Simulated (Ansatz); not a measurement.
# InHCl₂ + H₂O: a complex and its separated parts

Aim: how far the complex at one end of a reaction step lies below its separated, relaxed parts, level by level.

Program: Ansatz 0.2.0, Gaussian basis. Level of theory: PBE0-D4/def2-TZVP structures, single points in def2-TZVPP, no counterpoise correction. These are calculated values, not measurements.

Levels: SPW92, PBE-D4, BLYP-D4, r2SCAN-D4, B97M-V, PBE0-D4, B3LYP-D4, r2SCAN0-D4, BHLYP-D4, CAM-B3LYP-D4, wB97X-V, wB97M-V, B2PLYP, PBE-QIDH, RPA on PBE, Hartree-Fock, MP2, CCSD, CCSD(T).

Correlated methods freeze the cores. Filled d shells of the heavier atoms are correlated. Core potentials replace the inner electrons past krypton, and spin-orbit coupling is left out. B3LYP uses VWN-RPA correlation. B2PLYP carries no dispersion term here.

88 further runs of the same task are left out: 88 set aside as unsound or not needed. Runs told in other sessions of the task aren't counted.

### Step 1. Starting geometry

The complex: 7 atoms, charge 0, spin multiplicity 1.

Atoms are counted from 1 here; the program's logs count them from 0.

Bond lengths: In1–H2 1.700 Å, In1–Cl3 2.360 Å, In1–Cl4 2.323 Å, In1–O6 2.343 Å, H5–O6 0.962 Å, O6–H7 0.968 Å. Angles: H2–In1–Cl3 121.6°, H2–In1–Cl4 124.3°, H2–In1–O6 102.7°, Cl3–In1–Cl4 111.0°, Cl3–In1–O6 84.0°, Cl4–In1–O6 99.5°, In1–O6–H5 120.8°, In1–O6–H7 101.4°, H5–O6–H7 107.3°.

Geometry (Å):

```xyz
7
charge 0, multiplicity 1
In   -0.98879   -0.27505    0.19630
H    -0.97554   -1.84046    0.86016
Cl   -0.85850    0.08034   -2.13301
Cl   -1.83380    1.59860    1.27984
H     1.95656   -0.35656    0.40486
O     1.28500    0.28898    0.16301
H     1.41518    0.50425   -0.77136
```

Its parts: InHCl₂ holds atoms 1, 2, 3, 4; H₂O holds atoms 5, 6, 7. Each part counts its atoms afresh in its own runs.

### Step 2. Relaxing InHCl₂ alone

File relax-a/in.yaml:

```yaml
crystal:
  periodic: [false, false, false]
  atoms:
    - {symbol: In, position_ang: [-0.988794, -0.275047, 0.196301]}
    - {symbol: H, position_ang: [-0.975543, -1.840458, 0.860158]}
    - {symbol: Cl, position_ang: [-0.858505, 0.080336, -2.133011]}
    - {symbol: Cl, position_ang: [-1.833795, 1.598601, 1.279839]}
basis:
  gaussian: {orbitals: def2-TZVP}
hamiltonian: {xc: pbe0, dispersion: d4}
relax: {f_tol: 0.005, max_steps: 200}
```

Run with:

```bash
$ ansatz run in.yaml --threads 4 --pin off --events-out ev --progress --plain --max-ram 9574MiB
```

Log, cut to the lines that bear on the results:

```text
Functional definition: PBE0
  name "PBE0"
  cite "Adamo & Barone, J. Chem. Phys. 110, 6158 (1999) doi:10.1063/1.478522"
  cite "Perdew, Burke & Ernzerhof, Phys. Rev. Lett. 77, 3865 (1996) doi:10.1103/PhysRevLett.77.3865"
  parent pbe
[...]
1061 factors; their error is unknown
[...]
mean field -30230.57833780 eV, -1110.9532628923 hartree, gradient 1.4e-5 eV, S^2 0.000000; 0 other end points of the search recorded, 0 dependent functions left out
[...]
reference -30230.57837336 eV, -1110.9532641990 hartree; 28, 28 occupied and 102, 102 virtual orbitals, 1061 factors
[...]
1061 factors; their error is unknown
mean field -30230.65089978 eV, -1110.9559294958 hartree, gradient 2.1e-5 eV, S^2 0.000000; 1 other end points of the search recorded, 0 dependent functions left out
[...]
reference -30230.65093511 eV, -1110.9559307943 hartree; 28, 28 occupied and 102, 102 virtual orbitals, 1061 factors
Total energy: -30230.73351703 eV, -1110.9589656236 hartree
Atom 0 at    -1.134825    -0.308938     0.147923 Å, force     0.000286    -0.000112    -0.001127 eV/Å
Atom 1 at    -0.912739    -1.819541     0.881188 Å, force    -0.000072     0.000154     0.000063 eV/Å
Atom 2 at    -0.821027     0.094290    -2.107294 Å, force    -0.000036    -0.000319     0.000524 eV/Å
Atom 3 at    -1.788045     1.597621     1.281471 Å, force    -0.000179     0.000277     0.000540 eV/Å
Dipole moment:     0.069791    -0.475190     0.230921 e Å
```

Wall time 6 s (4 threads of Arm Neoverse V2, shared host).

Step by step:

| step | energy from step 1 (eV) | largest force component (eV/Å) |
| --- | --- | --- |
| 1 | 0.0000 | 0.5784 |
| 2 | -0.0715 | 0.1555 |
| 3 | -0.0730 | 0.0361 |
| 4 | -0.0731 | 0.0011 |

Close pairs (by a distance rule), those that changed most:

| bond | before (Å) | after (Å) | change (Å) |
| --- | --- | --- | --- |
| In1–Cl3 | 2.360 | 2.312 | -0.047 |
| In1–Cl4 | 2.323 | 2.312 | -0.011 |
| In1–H2 | 1.700 | 1.694 | -0.007 |

### Step 3. Relaxing H₂O alone

File relax-b/in.yaml:

```yaml
crystal:
  periodic: [false, false, false]
  atoms:
    - {symbol: H, position_ang: [1.956561, -0.356564, 0.404865]}
    - {symbol: O, position_ang: [1.284998, 0.288979, 0.163012]}
    - {symbol: H, position_ang: [1.415177, 0.504254, -0.771363]}
basis:
  gaussian: {orbitals: def2-TZVP}
hamiltonian: {xc: pbe0, dispersion: d4}
relax: {f_tol: 0.005, max_steps: 200}
```

Run with:

```bash
$ ansatz run in.yaml --threads 4 --pin off --events-out ev --progress --plain --max-ram 9574MiB
```

Log, cut to the lines that bear on the results:

```text
[... 5 set-up lines as earlier in the session ...]
[...]
239 factors; their error is unknown
[...]
mean field -2078.32715397 eV, -76.3771141676 hartree, gradient 1.5e-5 eV, S^2 0.000000; 0 other end points of the search recorded, 0 dependent functions left out
[...]
reference -2078.33309081 eV, -76.3773323425 hartree; 5, 5 occupied and 38, 38 virtual orbitals, 239 factors
Total energy: -2078.33734663 eV, -76.3774887411 hartree
Atom 0 at     1.954663    -0.350069     0.390719 Å, force    -0.000098     0.000108    -0.000074 eV/Å
Atom 1 at     1.278705     0.293042     0.166471 Å, force     0.000064    -0.000088     0.000099 eV/Å
Atom 2 at     1.423368     0.493696    -0.760676 Å, force     0.000034    -0.000020    -0.000025 eV/Å
Dipole moment:     0.302586    -0.163146    -0.259179 e Å
```

Run time: 0.55 s. Hardware: 4 threads of Arm Neoverse V2, shared host.

Along the way:

| step | energy from step 1 (eV) | largest force component (eV/Å) |
| --- | --- | --- |
| 1 | 0.0000 | 0.4549 |
| 2 | -0.0050 | 0.0924 |
| 3 | -0.0059 | 0.0134 |
| 4 | -0.0059 | 0.0001 |

Close pairs (by a distance rule), those that changed most:

| bond | before (Å) | after (Å) | change (Å) |
| --- | --- | --- | --- |
| O2–H3 | 0.968 | 0.960 | -0.008 |
| H1–O2 | 0.962 | 0.960 | -0.003 |

### Step 4. SPW92/def2-TZVPP

File parta/in.yaml:

```yaml
crystal:
  periodic: [false, false, false]
  atoms:
    - {symbol: In, position_ang: [-1.134825, -0.308938, 0.147923]}
    - {symbol: H, position_ang: [-0.912739, -1.819541, 0.881188]}
    - {symbol: Cl, position_ang: [-0.821027, 0.094290, -2.107294]}
    - {symbol: Cl, position_ang: [-1.788045, 1.597621, 1.281471]}
basis:
  gaussian: {orbitals: def2-TZVPP}
hamiltonian: {xc: lda}
```

File partb/in.yaml:

```yaml
crystal:
  periodic: [false, false, false]
  atoms:
    - {symbol: H, position_ang: [1.954663, -0.350069, 0.390719]}
    - {symbol: O, position_ang: [1.278705, 0.293042, 0.166471]}
    - {symbol: H, position_ang: [1.423368, 0.493696, -0.760676]}
basis:
  gaussian: {orbitals: def2-TZVPP}
hamiltonian: {xc: lda}
```

One command serves all of them, each in its own folder.

Run with:

```bash
$ ansatz run in.yaml --threads 4 --pin off --events-out ev --progress --plain --max-ram 9574MiB
```

Log of parta, cut to the lines that bear on the results:

```text
Functional definition: SPW92
  name "SPW92"
  cite "Dirac, Proc. Camb. Phil. Soc. 26, 376 (1930) doi:10.1017/S0305004100016108"
  cite "Slater, Phys. Rev. 81, 385 (1951) doi:10.1103/PhysRev.81.385"
  cite "Perdew & Wang, Phys. Rev. B 45, 13244 (1992) doi:10.1103/PhysRevB.45.13244"
[...]
1035 factors; their error is unknown
[...]
mean field -30149.05599476 eV, -1107.9573720431 hartree, gradient 5.0e-5 eV, S^2 0.000000; 0 other end points of the search recorded, 0 dependent functions left out
reference -30149.05604055 eV, -1107.9573737259 hartree; 28, 28 occupied and 120, 120 virtual orbitals, 1035 factors
Total energy: -30149.05604055 eV, -1107.9573737259 hartree
```

Log of partb, cut to the lines that bear on the results:

```text
[... 5 set-up lines as earlier in the session ...]
[...]
269 factors; their error is unknown
[...]
mean field -2065.39694523 eV, -75.9019377609 hartree, gradient 5.3e-5 eV, S^2 0.000000; 0 other end points of the search recorded, 0 dependent functions left out
reference -2065.39696406 eV, -75.9019384529 hartree; 5, 5 occupied and 54, 54 virtual orbitals, 269 factors
Total energy: -2065.39696406 eV, -75.9019384529 hartree
```

Times: 0.45 s (parta), 0.1 s (partb) on 4 threads of Arm Neoverse V2, shared host.

### Step 5. PBE-D4/def2-TZVPP

The same edit goes into each in.yaml of step 4 (parta, partb):

```diff
-hamiltonian: {xc: lda}
+hamiltonian: {xc: pbe, dispersion: d4}
```

One command serves all of them, each in its own folder.

Run with:

```bash
$ ansatz run in.yaml --threads 4 --pin off --events-out ev --progress --plain --max-ram 9574MiB
```

parta printed, cut to the lines that bear on the results:

```text
Functional definition: PBE
  name "PBE"
[... 2 set-up lines as earlier in the session ...]
[...]
1035 factors; their error is unknown
[...]
mean field -30228.61822561 eV, -1110.8812300980 hartree, gradient 3.9e-5 eV, S^2 0.000000; 0 other end points of the search recorded, 0 dependent functions left out
reference -30228.61827654 eV, -1110.8812319696 hartree; 28, 28 occupied and 120, 120 virtual orbitals, 1035 factors
Total energy: -30228.71389925 eV, -1110.8847460392 hartree
```

Log of partb, cut to the lines that bear on the results:

```text
[... 4 set-up lines as earlier in the session ...]
[...]
269 factors; their error is unknown
[...]
mean field -2078.40757025 eV, -76.3800694113 hartree, gradient 4.4e-5 eV, S^2 0.000000; 0 other end points of the search recorded, 0 dependent functions left out
reference -2078.40759072 eV, -76.3800701637 hartree; 5, 5 occupied and 54, 54 virtual orbitals, 269 factors
Total energy: -2078.41290777 eV, -76.3802655618 hartree
```

Wall times: 0.75 s (parta), 0.15 s (partb) on 4 threads of Arm Neoverse V2, shared host.

### Step 6. BLYP-D4/def2-TZVPP

Each input of step 5 (parta, partb) changes in the same lines:

```diff
-hamiltonian: {xc: pbe, dispersion: d4}
+hamiltonian: {xc: {name: BLYP}, dispersion: d4}
```

The same command starts each run, in its folder.

Run with:

```bash
$ ansatz run in.yaml --threads 4 --pin off --events-out ev --progress --plain --max-ram 9574MiB
```

parta printed, cut to the lines that bear on the results:

```text
Functional definition: BLYP
  name "BLYP"
  cite "Becke, Phys. Rev. A 38, 3098 (1988) doi:10.1103/PhysRevA.38.3098"
  cite "Lee, Yang & Parr, Phys. Rev. B 37, 785 (1988) doi:10.1103/PhysRevB.37.785"
[...]
1035 factors; their error is unknown
[...]
mean field -30237.45921061 eV, -1111.2061303041 hartree, gradient 4.9e-5 eV, S^2 0.000000; 0 other end points of the search recorded, 0 dependent functions left out
reference -30237.45956013 eV, -1111.2061431487 hartree; 28, 28 occupied and 120, 120 virtual orbitals, 1035 factors
Total energy: -30237.65586186 eV, -1111.2133571040 hartree
```

Output in partb, cut to the lines that bear on the results:

```text
[... 4 set-up lines as earlier in the session ...]
[...]
269 factors; their error is unknown
[...]
mean field -2080.27678565 eV, -76.4487618103 hartree, gradient 8.6e-5 eV, S^2 0.000000; 0 other end points of the search recorded, 0 dependent functions left out
reference -2080.27697520 eV, -76.4487687761 hartree; 5, 5 occupied and 54, 54 virtual orbitals, 269 factors
Total energy: -2080.28981761 eV, -76.4492407261 hartree
```

Wall times: 0.8 s (parta), 0.15 s (partb) on 4 threads of Arm Neoverse V2, shared host.

### Step 7. r2SCAN-D4/def2-TZVPP

Each input of step 6 (parta, partb) changes in the same lines:

```diff
-hamiltonian: {xc: {name: BLYP}, dispersion: d4}
+hamiltonian: {xc: r2scan, dispersion: d4}
```

Each run has its own folder and the same command.

Run with:

```bash
$ ansatz run in.yaml --threads 4 --pin off --events-out ev --progress --plain --max-ram 9574MiB
```

parta printed, cut to the lines that bear on the results:

```text
Functional definition: r2SCAN
  name "r2SCAN"
  cite "Furness, Kaplan, Ning, Perdew & Sun, J. Phys. Chem. Lett. 11, 8208 (2020) doi:10.1021/acs.jpclett.0c02405"
  cite "Furness, Kaplan, Ning, Perdew & Sun, J. Phys. Chem. Lett. 11, 9248 (2020) doi:10.1021/acs.jpclett.0c03077"
  parent r2scan
[...]
1035 factors; their error is unknown
[...]
mean field -30239.21398796 eV, -1111.2706171819 hartree, gradient 6.3e-5 eV, S^2 0.000000; 0 other end points of the search recorded, 0 dependent functions left out
reference -30239.21400200 eV, -1111.2706176981 hartree; 28, 28 occupied and 120, 120 virtual orbitals, 1035 factors
Total energy: -30239.23476989 eV, -1111.2713809041 hartree
```

Log of partb, cut to the lines that bear on the results:

```text
[... 5 set-up lines as earlier in the session ...]
[...]
269 factors; their error is unknown
[...]
mean field -2079.58114664 eV, -76.4231975483 hartree, gradient 8.5e-5 eV, S^2 0.000000; 0 other end points of the search recorded, 0 dependent functions left out
reference -2079.58115185 eV, -76.4231977396 hartree; 5, 5 occupied and 54, 54 virtual orbitals, 269 factors
Total energy: -2079.58242437 eV, -76.4232445041 hartree
```

They took 1.7 s (parta), 0.35 s (partb) on 4 threads of Arm Neoverse V2, shared host.

### Step 8. B97M-V/def2-TZVPP

The same edit goes into each in.yaml of step 7 (parta, partb):

```diff
-hamiltonian: {xc: r2scan, dispersion: d4}
+hamiltonian: {xc: {name: B97M-V}}
```

The same command starts each run, in its folder.

Run with:

```bash
$ ansatz run in.yaml --threads 4 --pin off --events-out ev --progress --plain --max-ram 9574MiB
```

parta printed, cut to the lines that bear on the results:

```text
Functional definition: B97M-V
  name "B97M-V"
  cite "Mardirossian & Head-Gordon, J. Chem. Phys. 142, 074111 (2015) doi:10.1063/1.4907719"
  cite "Becke, J. Chem. Phys. 107, 8554 (1997) doi:10.1063/1.475007"
  cite "Vydrov & Van Voorhis, J. Chem. Phys. 133, 244103 (2010) doi:10.1063/1.3521275"
  # Of w^i u^j: cxij and so on, Table III.
[...]
  gx(w, u) = cx00 + cx01*u + cx02*u^2 + (cx10 + cx11*u)*w
[...]
  gos(w, u) = cos00 + cos01*u + cos03*u^3 + cos10*w + cos32*w^3*u^2
[...]
      + integral(e_c_pw_mod_opposite_spin*gos(b97_w_opposite, b97_u_opposite)) + vv10(b, c)
1035 factors; their error is unknown
[...]
mean field -30232.57393545 eV, -1111.0265997532 hartree, gradient 2.6e-5 eV, S^2 0.000000; 0 other end points of the search recorded, 0 dependent functions left out
reference -30232.57400754 eV, -1111.0266024023 hartree; 28, 28 occupied and 120, 120 virtual orbitals, 1035 factors
Total energy: -30232.57400754 eV, -1111.0266024023 hartree
```

Log of partb, cut to the lines that bear on the results:

```text
[... 5 set-up lines as earlier in the session ...]
  # Of w^i u^j: cxij and so on, Table III.
[...]
  gx(w, u) = cx00 + cx01*u + cx02*u^2 + (cx10 + cx11*u)*w
[...]
  gos(w, u) = cos00 + cos01*u + cos03*u^3 + cos10*w + cos32*w^3*u^2
[...]
      + integral(e_c_pw_mod_opposite_spin*gos(b97_w_opposite, b97_u_opposite)) + vv10(b, c)
269 factors; their error is unknown
[...]
mean field -2079.93551149 eV, -76.4362202165 hartree, gradient 2.9e-5 eV, S^2 0.000000; 0 other end points of the search recorded, 0 dependent functions left out
reference -2079.93553831 eV, -76.4362212019 hartree; 5, 5 occupied and 54, 54 virtual orbitals, 269 factors
Total energy: -2079.93553831 eV, -76.4362212019 hartree
```

Wall times: 2.7 s (parta), 0.4 s (partb) on 4 threads of Arm Neoverse V2, shared host.

### Step 9. PBE0-D4/def2-TZVPP

Each input of step 8 (parta, partb) changes in the same lines:

```diff
-hamiltonian: {xc: {name: B97M-V}}
+hamiltonian: {xc: pbe0, dispersion: d4}
+output: {orbitals: {seedname: orbitals}}
```

One command serves all of them, each in its own folder.

Run with:

```bash
$ ansatz run in.yaml --threads 4 --pin off --events-out ev --progress --plain --max-ram 9574MiB
```

Output in parta, cut to the lines that bear on the results:

```text
[... 5 set-up lines as earlier in the session ...]
[...]
1190 factors; their error is unknown
[...]
mean field -30230.65730805 eV, -1110.9561649955 hartree, gradient 1.1e-5 eV, S^2 0.000000; 0 other end points of the search recorded, 0 dependent functions left out
reference -30230.65734333 eV, -1110.9561662920 hartree; 28, 28 occupied and 120, 120 virtual orbitals, 1190 factors
Total energy: -30230.73992525 eV, -1110.9592011214 hartree
```

Output in partb, cut to the lines that bear on the results:

```text
[... 5 set-up lines as earlier in the session ...]
[...]
269 factors; their error is unknown
[...]
mean field -2078.42782005 eV, -76.3808135777 hartree, gradient 1.2e-5 eV, S^2 0.000000; 0 other end points of the search recorded, 0 dependent functions left out
reference -2078.42783455 eV, -76.3808141107 hartree; 5, 5 occupied and 54, 54 virtual orbitals, 269 factors
Total energy: -2078.43209037 eV, -76.3809705093 hartree
```

They took 1.1 s (parta), 0.15 s (partb) on 4 threads of Arm Neoverse V2, shared host.

### Step 10. B3LYP-D4/def2-TZVPP

The same edit goes into each in.yaml of step 9 (parta, partb):

```diff
-hamiltonian: {xc: pbe0, dispersion: d4}
-output: {orbitals: {seedname: orbitals}}
+hamiltonian: {xc: {name: B3LYP}, dispersion: d4}
```

Each run has its own folder and the same command.

Run with:

```bash
$ ansatz run in.yaml --threads 4 --pin off --events-out ev --progress --plain --max-ram 9574MiB
```

Output in parta, cut to the lines that bear on the results:

```text
Functional definition: B3LYP
  name "B3LYP"
  cite "Stephens, Devlin, Chabalowski & Frisch, J. Phys. Chem. 98, 11623 (1994) doi:10.1021/j100096a001"
[... 2 set-up lines as earlier in the session ...]
  cite "Vosko, Wilk & Nusair, Can. J. Phys. 58, 1200 (1980) doi:10.1139/p80-159"
[...]
1150 factors; their error is unknown
[...]
mean field -30241.54073915 eV, -1111.3561237113 hartree, gradient 1.1e-5 eV, S^2 0.000000; 0 other end points of the search recorded, 0 dependent functions left out
reference -30241.54099824 eV, -1111.3561332328 hartree; 28, 28 occupied and 120, 120 virtual orbitals, 1150 factors
Total energy: -30241.69856115 eV, -1111.3619235627 hartree
```

Output in partb, cut to the lines that bear on the results:

```text
[... 6 set-up lines as earlier in the session ...]
[...]
269 factors; their error is unknown
[...]
mean field -2080.76395974 eV, -76.4666651281 hartree, gradient 1.1e-5 eV, S^2 0.000000; 0 other end points of the search recorded, 0 dependent functions left out
reference -2080.76409811 eV, -76.4666702128 hartree; 5, 5 occupied and 54, 54 virtual orbitals, 269 factors
Total energy: -2080.77252416 eV, -76.4669798646 hartree
```

They took 1 s (parta), 0.15 s (partb) on 4 threads of Arm Neoverse V2, shared host.

### Step 11. r2SCAN0-D4/def2-TZVPP

The same edit goes into each in.yaml of step 10 (parta, partb):

```diff
-hamiltonian: {xc: {name: B3LYP}, dispersion: d4}
+hamiltonian: {xc: {name: r2SCAN0}, dispersion: d4}
```

One command serves all of them, each in its own folder.

Run with:

```bash
$ ansatz run in.yaml --threads 4 --pin off --events-out ev --progress --plain --max-ram 9574MiB
```

Log of parta, cut to the lines that bear on the results:

```text
Functional definition: r2SCAN0
  name "r2SCAN0"
  cite "Bursch, Neugebauer, Ehlert & Grimme, J. Chem. Phys. 156, 134105 (2022) doi:10.1063/5.0086040"
[... 3 set-up lines as earlier in the session ...]
[...]
1190 factors; their error is unknown
[...]
mean field -30238.12282772 eV, -1111.2305177831 hartree, gradient 1.2e-5 eV, S^2 0.000000; 0 other end points of the search recorded, 0 dependent functions left out
reference -30238.12283826 eV, -1111.2305181701 hartree; 28, 28 occupied and 120, 120 virtual orbitals, 1190 factors
Total energy: -30238.14927271 eV, -1111.2314896185 hartree
```

Output in partb, cut to the lines that bear on the results:

```text
[... 6 set-up lines as earlier in the session ...]
[...]
269 factors; their error is unknown
[...]
mean field -2079.27470519 eV, -76.4119360329 hartree, gradient 2.0e-5 eV, S^2 0.000000; 0 other end points of the search recorded, 0 dependent functions left out
reference -2079.27470930 eV, -76.4119361836 hartree; 5, 5 occupied and 54, 54 virtual orbitals, 269 factors
Total energy: -2079.27611345 eV, -76.4119877852 hartree
```

Wall times: 1.9 s (parta), 0.35 s (partb) on 4 threads of Arm Neoverse V2, shared host.

### Step 12. BHLYP-D4/def2-TZVPP

Each input of step 11 (parta, partb) changes in the same lines:

```diff
-hamiltonian: {xc: {name: r2SCAN0}, dispersion: d4}
+hamiltonian: {xc: {name: BHLYP}, dispersion: d4}
```

One command serves all of them, each in its own folder.

Run with:

```bash
$ ansatz run in.yaml --threads 4 --pin off --events-out ev --progress --plain --max-ram 9574MiB
```

Log of parta, cut to the lines that bear on the results:

```text
Functional definition: BHLYP
  name "BHLYP"
  cite "Becke, J. Chem. Phys. 98, 1372 (1993) doi:10.1063/1.464304"
[... 2 set-up lines as earlier in the session ...]
[...]
1272 factors; their error is unknown
[...]
mean field -30236.78808582 eV, -1111.1814669227 hartree, gradient 1.9e-5 eV, S^2 0.000000; 0 other end points of the search recorded, 0 dependent functions left out
reference -30236.78825746 eV, -1111.1814732304 hartree; 28, 28 occupied and 120, 120 virtual orbitals, 1272 factors
Total energy: -30236.94664311 eV, -1111.1872937959 hartree
```

partb printed, cut to the lines that bear on the results:

```text
[... 5 set-up lines as earlier in the session ...]
[...]
295 factors; their error is unknown
[...]
mean field -2079.57890672 eV, -76.4231152326 hartree, gradient 2.0e-5 eV, S^2 0.000000; 0 other end points of the search recorded, 0 dependent functions left out
reference -2079.57899751 eV, -76.4231185692 hartree; 5, 5 occupied and 54, 54 virtual orbitals, 295 factors
Total energy: -2079.58394932 eV, -76.4233005449 hartree
```

Wall times: 1.1 s (parta), 0.15 s (partb) on 4 threads of Arm Neoverse V2, shared host.

[end of part 1 of 2]
